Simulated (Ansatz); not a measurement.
# CH5AlOSi: the cost of one run

Computed with Ansatz 0.2.0, driven from Python. Level of theory: CAM-B3LYP/def2-SVP.

### Step 1. Starting point

Bond lengths: O1–Si2 1.685 Å, Si2–C3 1.851 Å, Si2–Al4 2.353 Å, C3–Al4 1.889 Å, O1–H5 1.049 Å, Si2–H6 1.484 Å, C3–H7 1.170 Å, C3–H8 1.083 Å, Al4–H9 1.676 Å. Angles (14 of 16 angles, heavy atoms first): O1–Si2–C3 107.9°, O1–Si2–Al4 114.9°, C3–Si2–Al4 51.7°, Si2–C3–Al4 78.0°, Si2–Al4–C3 50.3°, O1–Si2–H6 114.9°, C3–Si2–H6 108.8°, Al4–Si2–H6 130.1°, Si2–O1–H5 104.2°, Si2–C3–H7 112.9°, Si2–C3–H8 115.2°, Al4–C3–H7 112.8°, Al4–C3–H8 121.0°, Si2–Al4–H9 154.4°.

The script holds or builds the structure itself.

### Step 2. Script

The input, bend_ch5alosi.py:

```python
# -*- coding: utf-8 -*-
import warnings

import ansatz
from ase import Atoms


def main():
    warnings.simplefilter("ignore", ansatz.DeckWarning)

    atoms = Atoms(["O", "Si", "C", "Al", "H", "H", "H", "H", "H"], positions=[
        [-0.6006, 0.5446, -1.8614],
        [0.1853, 0.7852, -0.3902],
        [0.6526, -0.8742, 0.2831],
        [-0.7565, -0.3646, 1.4341],
        [-1.1047, 1.4486, -2.0341],
        [1.4024, 1.6311, -0.4625],
        [1.6953, -0.8728, 0.8148],
        [0.5369, -1.701, -0.407],
        [-1.9222, -0.6433, 2.6062],
    ])

    first = (
        ansatz.Crystal.molecule_from_ase(atoms).calculation()
        .basis(gaussian="def2-SVP")
        .functional("cam_b3lyp")
        .relax(force_tolerance=0.02, max_steps=80)
    )
    atoms.positions = first.run(threads=1, backend="cpu").report["positions_ang"]

    rows = []
    for angle in [90, 100, 110, 120, 135, 150, 165, 179]:
        bent = atoms.copy()
        bent.set_angle(1, 0, 4, angle, indices=[4])
        base = (
            ansatz.Crystal.molecule_from_ase(bent).calculation()
            .basis(gaussian="def2-SVP")
            .functional("cam_b3lyp")
        )
        rows.append((angle, base.run(threads=1, backend="cpu").report["free_energy_ev"]))
    floor = min(e for _, e in rows)
    for angle, e in rows:
        print(f"angle Si1-O0-H4 = {angle:3d} deg   {1000 * (e - floor):9.1f} meV")


if __name__ == "__main__":
    main()
```

### Step 3. What the engine is handed

The package turns the script's settings into the engine's input (first run):

```yaml
crystal:
  periodic: [false, false, false]
  atoms:
    - { symbol: O, position_ang: [-0.6006, 0.5446, -1.8614] }
    - { symbol: Si, position_ang: [0.1853, 0.7852, -0.3902] }
    - { symbol: C, position_ang: [0.6526, -0.8742, 0.2831] }
    - { symbol: Al, position_ang: [-0.7565, -0.3646, 1.4341] }
    - { symbol: H, position_ang: [-1.1047, 1.4486, -2.0341] }
    - { symbol: H, position_ang: [1.4024, 1.6311, -0.4625] }
    - { symbol: H, position_ang: [1.6953, -0.8728, 0.8148] }
    - { symbol: H, position_ang: [0.5369, -1.701, -0.407] }
    - { symbol: H, position_ang: [-1.9222, -0.6433, 2.6062] }
basis:
  gaussian:
    orbitals: def2-SVP
hamiltonian:
  xc: cam_b3lyp
relax:
  f_tol: 0.02
  max_steps: 80
```

### Step 4. The run

Run with:

```bash
$ python bend_ch5alosi.py
```

**Question.** How long does this script take on 1 thread of Arm Neoverse V1, shared host, and how much memory does it need?

About 2.9 min, with a peak of 0.28 GiB.
